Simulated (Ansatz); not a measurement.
Runs of Ansatz 0.2.0 on SiF. Symmetry: Pm-3m, No. 221, cubic system. Conventional cell: a = 3.029 Å, b = 3.029 Å, c = 3.029 Å, α = 90.00°, β = 90.00°, γ = 90.00°. Around Si (site symmetry m-3m) lie 8 F at 2.62 Å. F (site symmetry m-3m) is surrounded by 8 Si at 2.62 Å. The cell was built by a generator and needn't be a form met in nature.

```tsv
level	gap on the mesh (eV)	pressure (GPa)	relaxed volume (Å³/atom)
LDA	none	0.0	(b)
revPBE	none	0.0	14.27
BLYP	none	0.0	15.11
PBEsol	none	0.0	13.26
RPBE	none	0.0	(a)
```

Alike in all rows: task relaxation of cell and atoms; potentials or basis Ansatz PAW; no spin polarisation; cell relaxed; k mesh 9 × 9 × 9; cutoff (eV) 420; smearing fermi-dirac 0.05 eV.

**Question.** Estimate the missing entries.

**Answer.** (a) 14.40; (b) 12.91.

Caveats: the plane-wave basis is chosen anew once the cell has moved, so the energies of steps on either side of that aren't comparable; an odd number of electrons without spin polarisation forces a metal; a magnetic or distorted state may lie lower; the PAW data sets come from PBE, with cores solved anew for the run's functional, which leaves a small shift of forces and pressure.

A gap of «none» marks a metal or a gap under the smearing width.

Runs at the PBE level aren't shown here.
